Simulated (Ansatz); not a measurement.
# MoRh: the cost of one run

Program: the Python package of Ansatz 0.2.0. Level of theory: DFT r2SCAN, plane waves, PAW. These are calculated values, not measurements.

### Step 1. The system

MoRh P-6m2: It takes space group P-6m2 (No. 187, hexagonal). The conventional cell has a = 2.795 Å, b = 2.795 Å, c = 4.437 Å, α = 90.00°, β = 90.00°, γ = 120.00°. Around Mo (site symmetry -6m2) lie 6 Rh at 2.74 Å and 6 Mo at 2.80 Å. Rh (site symmetry -6m2) is surrounded by 6 Mo at 2.74 Å and 6 Rh at 2.80 Å.

MoRh Pmma: Symmetry: Pmma, No. 51, orthorhombic system. Conventional cell: a = 4.416 Å, b = 2.735 Å, c = 4.813 Å, α = 90.00°, β = 90.00°, γ = 90.00°. Mo (site symmetry mm2) is surrounded by 8 Rh at 2.70 to 2.78 Å and 4 Mo at 2.73 to 2.75 Å. Rh (site symmetry mm2) has 8 Mo at 2.70 to 2.78 Å and 4 Rh at 2.73 to 2.77 Å as nearest neighbours.

No structure file is read: the coordinates are typed or built in the script.

### Step 2. Script

polymorphs_morh.py reads:

```python
"""Relative energies of MoRh phases, after relaxing cells and atoms."""

import csv
import warnings

import ansatz as az
import numpy as np
import spglib


def compute(name, crystal):
    calc = (
        crystal.calculation()
        .functional(az.Functional.R2SCAN)
        .basis(450)
        .kpoints(spacing=0.3)
        .occupations("fermi_dirac", width=0.1)
        .stress()
        .band_table()
    )
    calc = calc.relax(force_tolerance=0.02, cell=True)
    return calc.run(threads=1)


def pressure_gpa(outcome):
    return float(np.trace(outcome.report["stress_gpa"]) / 3)


def space_group(outcome):
    sites = outcome.report["lattice"]["sites"]
    kinds = sorted({site["symbol"] for site in sites})
    cell = (outcome.lattice.cell_ang, [site["position_frac"] for site in sites], [kinds.index(site["symbol"]) for site in sites])
    return spglib.get_spacegroup(cell, symprec=0.01)


def volume_per_atom(outcome):
    return abs(np.linalg.det(outcome.lattice.cell_ang)) / len(outcome.lattice.sites)

warnings.simplefilter("ignore", az.DeckWarning)

phases = {}
p_6m2 = (
    az.Lattice.from_parameters(2.795433, 2.795433, 4.437367, alpha=90, beta=90, gamma=120)
    .space_group(187)
    .atom("Mo", (0.0, 0.0, 0.5))
    .atom("Rh", (1 / 3, 2 / 3, 0.0))
)
phases["P-6m2"] = p_6m2
pmma = (
    az.Lattice.orthorhombic(4.415791, 2.734914, 4.813163)
    .space_group(51, hermann_mauguin="Pmma")
    .atom("Mo", (0.75, 0.0, 0.170874))
    .atom("Rh", (0.75, 0.5, 0.673384))
)
phases["Pmma"] = pmma

done = {}
for name, crystal in phases.items():
    done[name] = compute(name, crystal)
    print(f"{name}: {done[name].report['energy_sigma0_ev']:.4f} eV, {len(done[name].lattice.sites)} atoms")

energy = {name: o.report["energy_sigma0_ev"] / len(o.lattice.sites) for name, o in done.items()}
lowest = min(energy.values())
rows = [(name, len(o.lattice.sites), 1000 * (energy[name] - lowest), pressure_gpa(o), space_group(o), volume_per_atom(o)) for name, o in done.items()]
rows.sort(key=lambda row: row[2])
with open("polymorphs.csv", "w", newline="") as handle:
    writer = csv.writer(handle)
    writer.writerow(["phase", "atoms", "dE (meV/atom)", "P (GPa)", "space group", "V (A^3/atom)"])
    writer.writerows([round(v, 4) if isinstance(v, float) else v for v in row] for row in rows)
print(open("polymorphs.csv").read())
print("order:", " < ".join(row[0] for row in rows))
```

### Step 3. What the engine is handed

The engine receives this input (first run):

```yaml
crystal:
  lattice:
    a: 2.795433
    b: 2.795433
    c: 4.437367
    alpha: 90.0
    beta: 90.0
    gamma: 120.0
  space_group: 187
  atoms:
    - { symbol: Mo, position: [0.0, 0.0, 0.5] }
    - { symbol: Rh, position: [0.3333333333333333, 0.6666666666666666, 0.0] }
basis:
  ecutwfc: 450.0
kpoints:
  mp_grid:
    kspacing: 0.3
hamiltonian:
  xc: r2scan
scf:
  occupations:
    method: fermi_dirac
    width: 0.1
relax:
  f_tol: 0.02
  cell: {}
output:
  stress: true
  eigenvalues: true
```

### Step 4. The run

On the command line:

```sh
python polymorphs_morh.py
```

What time and memory should one allow on 1 thread of Intel Xeon 6975P-C (Granite Rapids), shared host?

About 43 s, with a peak of 0.62 GiB.
